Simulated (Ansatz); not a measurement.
# FH5SeSi2: the cost of one run

Method: RKS PBE0-D4/def2-SVP, in Ansatz 0.2.0.

## 1. The starting structure

Bond lengths: F1–Si2 1.621 Å, Si2–Se3 2.290 Å, Se3–Si4 2.375 Å, Si2–H5 1.486 Å, Si2–H6 1.472 Å, Si4–H7 1.453 Å, Si4–H8 1.458 Å, Si4–H9 1.465 Å. Angles: F1–Si2–Se3 109.0°, F1–Si2–H5 110.1°, F1–Si2–H6 108.3°, Se3–Si2–H5 109.2°, Se3–Si2–H6 110.9°, H5–Si2–H6 109.4°, Si2–Se3–Si4 88.7°, Se3–Si4–H7 108.9°, Se3–Si4–H8 108.7°, Se3–Si4–H9 105.4°, H7–Si4–H8 112.1°, H7–Si4–H9 109.0°, H8–Si4–H9 112.6°.

Coordinates:

```xyz
9

F    -1.8317    2.5268    0.4234
Si   -0.6399    1.4452    0.2294
Se   -1.5606   -0.6234   -0.1148
Si    0.6347   -1.5191   -0.2518
H     0.1941    1.8100   -0.9452
H     0.1944    1.4530    1.4424
H     1.3167   -1.2866    1.0098
H     1.3260   -0.8916   -1.3723
H     0.4550   -2.9606   -0.4379
```

## 2. Preparing the start

The input, input.yaml:

```yaml
crystal:
  periodic: [false, false, false]
  atoms:
    - { symbol: F, position_ang: [-1.8317, 2.5268, 0.4234] }
    - { symbol: Si, position_ang: [-0.6399, 1.4452, 0.2294] }
    - { symbol: Se, position_ang: [-1.5606, -0.6234, -0.1148] }
    - { symbol: Si, position_ang: [0.6347, -1.5191, -0.2518] }
    - { symbol: H, position_ang: [0.1941, 1.81, -0.9452] }
    - { symbol: H, position_ang: [0.1944, 1.453, 1.4424] }
    - { symbol: H, position_ang: [1.3167, -1.2866, 1.0098] }
    - { symbol: H, position_ang: [1.326, -0.8916, -1.3723] }
    - { symbol: H, position_ang: [0.455, -2.9606, -0.4379] }
basis:
  gaussian: { orbitals: def2-SVP }
hamiltonian:
  xc: pbe0
  dispersion: d4
relax:
  f_tol: 0.02
  max_steps: 40
scf:
  lower_state_search: "off"
output:
  orbitals: {}
```

Run with:

```console
> ansatz run input.yaml --threads 2 --pin off --max-ram 3072MiB --backend cpu --events-out ev --progress --plain --runs-dir out
```

Q: Estimate wall time and peak memory on 2 threads of Arm Neoverse N1, shared host.

About 23 s, with a peak of 0.23 GiB.
